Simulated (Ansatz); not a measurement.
**CH6ClNSSi: how energies converge with the basis set**

An exercise on one series of results from a longer session: the logs are not shown, and one member is left open.

Method: one geometry, several basis sets; program: Ansatz 0.2.0, Gaussian basis.

Levels to be run: PBE0-D4/def2-SVP; ωB97M-V/def2-SVP; PBE0-D4/def2-QZVPP; ωB97M-V/def2-QZVPP; the functionals' def2-TZVPP values are taken from earlier runs.

## The relaxed structure

The geometry comes from an earlier relaxation with PBE0-D4 in a triple-zeta def2 set; it is a stationary point, not always the lowest conformer.

11 atoms, charge 0, spin multiplicity 1.

Atoms are counted from 1 here; the program's logs count them from 0.

Bond lengths: N1–C2 1.453 Å, N1–H6 1.014 Å, N1–H7 1.015 Å, C2–S3 1.805 Å, C2–Si4 1.897 Å, C2–H8 1.095 Å, S3–H9 1.345 Å, Si4–Cl5 2.063 Å, Si4–H10 1.483 Å, Si4–H11 1.481 Å. Angles: C2–N1–H6 110.4°, C2–N1–H7 110.5°, H6–N1–H7 107.9°, N1–C2–S3 111.5°, N1–C2–Si4 116.1°, N1–C2–H8 108.5°, S3–C2–Si4 105.5°, S3–C2–H8 107.9°, Si4–C2–H8 107.0°, C2–S3–H9 97.1°, C2–Si4–Cl5 106.7°, C2–Si4–H10 110.4°, C2–Si4–H11 112.8°, Cl5–Si4–H10 107.7°, Cl5–Si4–H11 107.7°, H10–Si4–H11 111.4°.

The first run:

in.yaml

```yaml
crystal:
  periodic: [false, false, false]
  atoms:
    - {symbol: N, position_ang: [0.124449, 1.112465, 1.056156]}
    - {symbol: C, position_ang: [-0.193796, -0.188213, 0.491669]}
    - {symbol: S, position_ang: [0.916768, -1.468188, 1.114279]}
    - {symbol: Si, position_ang: [-0.109535, -0.321885, -1.399146]}
    - {symbol: Cl, position_ang: [-1.120080, 1.310675, -2.153177]}
    - {symbol: H, position_ang: [1.095855, 1.344190, 0.882255]}
    - {symbol: H, position_ang: [-0.449873, 1.834039, 0.631743]}
    - {symbol: H, position_ang: [-1.213894, -0.454955, 0.785475]}
    - {symbol: H, position_ang: [0.490751, -1.450971, 2.389920]}
    - {symbol: H, position_ang: [1.297047, -0.233313, -1.860616]}
    - {symbol: H, position_ang: [-0.772190, -1.540745, -1.917858]}
basis:
  gaussian: {orbitals: def2-SVP}
hamiltonian: {xc: pbe0, dispersion: d4}
output: {orbitals: {seedname: orbitals}}
```

Steps of the session up to this table: PBE0-D4 in def2-SVP; ωB97M-V in def2-SVP; PBE0-D4 in def2-QZVPP; ωB97M-V in def2-QZVPP.

One table of the session follows, with a row left open; its other results are not shown here.

```
functional       basis  HOMO (eV)  LUMO (eV)
   PBE0-D4    def2-SVP      -6.84       0.03
   PBE0-D4  def2-TZVPP      -7.07      -0.31
   PBE0-D4  def2-QZVPP      -7.13      -0.44
   ωB97M-V    def2-SVP          ?          ?
   ωB97M-V  def2-TZVPP      -9.35       1.53
   ωB97M-V  def2-QZVPP      -9.41       1.25
```

Q: Estimate the row for ωB97M-V, def2-SVP from the others.

The run gave: HOMO (eV): -9.10; LUMO (eV): 2.00. In the column «HOMO (eV)» it lies between ωB97M-V, def2-TZVPP (-9.35) and PBE0-D4, def2-QZVPP (-7.13).
